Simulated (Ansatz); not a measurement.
# ZnO: the cost of one run

Method: DFT PBE, scalar-relativistic, plane waves, PAW, and further levels as typed in the inputs, in Ansatz 0.2.0.

**1. The structure to begin with**

The structure is hexagonal, space group P6_3mc (No. 186). Conventional cell: a = 3.250 Å, b = 3.250 Å, c = 5.238 Å, α = 90.00°, β = 90.00°, γ = 120.00°. Zn (site symmetry 3m) is surrounded by 4 O at 1.98 to 2.00 Å. O (site symmetry 3m) is surrounded by 4 Zn at 1.98 to 2.00 Å.

As a file:

```cif
data_structure
_symmetry_space_group_name_H-M 'P 1'
_symmetry_Int_Tables_number 1
_cell_length_a 3.2500
_cell_length_b 3.2500
_cell_length_c 5.2382
_cell_angle_alpha 90.000
_cell_angle_beta 90.000
_cell_angle_gamma 120.000
_cell_volume 47.92
loop_
_atom_site_label
_atom_site_type_symbol
_atom_site_fract_x
_atom_site_fract_y
_atom_site_fract_z
_atom_site_occupancy
Zn1 Zn 0.33333 0.66667 0.00000 1
Zn2 Zn 0.66667 0.33333 0.50000 1
O1 O 0.33333 0.66667 0.38200 1
O2 O 0.66667 0.33333 0.88200 1
```

**2. Relaxing the atoms: ZnO, no spin**

Input file input.yaml:

```yaml
crystal:
  lattice:
    - [3.25, 0.0, 0.0]
    - [-1.625, 2.81458256, 0.0]
    - [0.0, 0.0, 5.238242]
  atoms:
    - { symbol: Zn, position: [0.3333333333, 0.6666666667, 0.0] }
    - { symbol: Zn, position: [0.6666666667, 0.3333333333, 0.5] }
    - { symbol: O, position: [0.3333333333, 0.6666666667, 0.382] }
    - { symbol: O, position: [0.6666666667, 0.3333333333, 0.882] }
scf:
  occupations: { method: gaussian, width: 0.05 }
output:
  forces: true
  stress: true
hamiltonian:
  xc: pbe
kpoints:
  mp_grid: { grid: [8, 8, 5] }
relax:
  f_tol: 0.003
```

Command:

```
> ansatz run input.yaml --threads 8 --pin off --max-ram 16384MiB --backend cpu --events-out ev --progress --plain --runs-dir out
```

**Question.** How long does this run take on 8 threads of Arm Neoverse V1, shared host, and how much memory does it need?

About 2.1 s, with a peak of 0.41 GiB.
